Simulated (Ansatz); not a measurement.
# C2H4B2: small, medium and large basis sets

The task here is to estimate one member of a computed series from the others.

Method: one geometry, several basis sets; program: Ansatz 0.2.0, Gaussian basis.

Levels to be run: PBE0-D4/def2-SVP; ωB97M-V/def2-SVP; PBE0-D4/def2-QZVPP; ωB97M-V/def2-QZVPP; the functionals' def2-TZVPP values are taken from earlier runs.

1 further run of the same task is left out (it didn't finish).

## Structure used throughout

An earlier PBE0-D4 in a triple-zeta def2 set relaxation fixed the geometry.

SMILES `BB1C=C1`, 8 atoms, charge 0, spin multiplicity 1.

Atoms are counted from 1 here; the program's logs count them from 0.

Bond lengths: B1–B2 1.627 Å, B1–H5 1.198 Å, B1–H6 1.198 Å, B2–C3 1.487 Å, B2–C4 1.487 Å, C3–C4 1.326 Å, C3–H7 1.081 Å, C4–H8 1.081 Å. Angles: B2–B1–H5 121.7°, B2–B1–H6 121.7°, H5–B1–H6 116.6°, B1–B2–C3 153.5°, B1–B2–C4 153.5°, C3–B2–C4 53.0°, B2–C3–C4 63.5°, B2–C3–H7 154.5°, C4–C3–H7 142.0°, B2–C4–C3 63.5°, B2–C4–H8 154.5°, C3–C4–H8 142.0°.

The first run:

Contents of in.yaml:

```yaml
crystal:
  periodic: [false, false, false]
  atoms:
    - {symbol: B, position_ang: [-0.654939, 1.445643, -0.560343]}
    - {symbol: B, position_ang: [-0.013831, 0.047975, -0.028086]}
    - {symbol: C, position_ang: [0.770844, -0.777271, 0.927515]}
    - {symbol: C, position_ang: [0.250166, -1.412512, -0.112859]}
    - {symbol: H, position_ang: [-1.750032, 1.802182, -0.229851]}
    - {symbol: H, position_ang: [-0.055961, 2.170737, -1.302663]}
    - {symbol: H, position_ang: [1.367584, -0.941374, 1.813442]}
    - {symbol: H, position_ang: [0.178267, -2.392381, -0.562954]}
basis:
  gaussian: {orbitals: def2-SVP}
hamiltonian: {xc: pbe0, dispersion: d4}
output: {orbitals: {seedname: orbitals}}
```

Command:

```console
$ ansatz run in.yaml --threads 2 --pin off --events-out ev --progress --plain --max-ram 4352MiB
```

Steps of the session up to this table: PBE0-D4 in def2-SVP; ωB97M-V in def2-SVP; PBE0-D4 in def2-QZVPP; ωB97M-V in def2-QZVPP.

One of the session's tables, all rows but one given; the rest of the session is left out.

It belongs to the step «Density functionals: the series». 

```
functional       basis  HOMO (eV)
   PBE0-D4    def2-SVP      -7.99
   PBE0-D4  def2-TZVPP          ?
   PBE0-D4  def2-QZVPP      -8.02
   ωB97M-V    def2-SVP     -10.16
   ωB97M-V  def2-TZVPP     -10.20
   ωB97M-V  def2-QZVPP     -10.21
```

Estimate the missing values for PBE0-D4, def2-TZVPP.

As computed: HOMO (eV): -8.01. In the column «HOMO (eV)» it lies between PBE0-D4, def2-QZVPP (-8.02) and PBE0-D4, def2-SVP (-7.99).
